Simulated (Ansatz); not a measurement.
Write the native input for Ansatz 0.2.0 that does the following.

```yaml
Task: band structure
Functional: LDA
Potentials_or_basis: Ansatz PAW
Cutoff: "420 eV (not typed: the program's choice for these potentials)"
k_mesh: 5 × 5 × 6
Occupations: fermi-dirac, width 0.05 eV
Spin: spin-orbit coupling, no magnetisation
Path: "[[\"G\", \"M\", \"K\", \"G\", \"A\", \"L\", \"H\", \"A\"], [\"L\", \"M\"], [\"K\", \"H\"]]"
Points_for_each_segment_of_the_path: 14
```

Crystal: AlSn.

```xyz
2
Lattice="4.1981 0.0000 0.0000 -2.0991 3.6357 0.0000 0.0000 0.0000 3.3068" Properties=species:S:1:pos:R:3 pbc="T T T"
Sn    0.0000    2.4238    1.6534
Al    0.0000    0.0000    0.0000
```

The cell comes from a database or a generator and needn't be the stable form of this composition.

The input as run:

input.yaml

```yaml
crystal:
  lattice:
    - [4.1981056157, 0.0, 0.0]
    - [-2.0990528078, 3.6356661109, 0.0]
    - [0.0, 0.0, 3.306847]
  atoms:
    - { symbol: Sn, position: [0.3333333333, 0.6666666667, 0.5] }
    - { symbol: Al, position: [0.0, 0.0, 0.0] }
hamiltonian:
  xc: lda
  pseudopotentials: { kind: paw_fr }
magnetization:
  noncollinear: true
  spin_orbit: true
kpoints:
  mp_grid: { grid: [5, 5, 6] }
  band_path:
    path:
      - [[0.0, 0.0, 0.0], [0.5, 0.0, 0.0], [0.3333333333, 0.3333333333, 0.0], [0.0, 0.0, 0.0], [0.0, 0.0, 0.5], [0.5, 0.0, 0.5], [0.3333333333, 0.3333333333, 0.5], [0.0, 0.0, 0.5]]
      - [[0.5, 0.0, 0.5], [0.5, 0.0, 0.0]]
      - [[0.3333333333, 0.3333333333, 0.0], [0.3333333333, 0.3333333333, 0.5]]
    npoints: 14
scf:
  occupations: { method: fermi_dirac, width: 0.05 }
  n_extra_bands: 6
output:
  forces: true
  stress: true
  eigenvalues: true
  fatbands: false
  write_density: true
  write_potential: true
  elf: true
  volumetric_format: npy
```

Potentials or basis: Ansatz PAW.

The run is started by

```bash
$ ansatz run input.yaml --threads 2 --pin off --max-ram 5632MiB --backend cpu --events-out ev --progress --plain --runs-dir out
```

Results of the run:

* Pressure: -3.3 GPa
* Band gap on the k mesh: none (metal or under the smearing width)

Caveat: the PAW data sets come from PBE, with cores solved anew for the run's functional, which leaves a small shift of forces and pressure.

Wall time 13 s on 2 threads of Arm Neoverse V1 (shared host), peak memory 0.38 GiB.
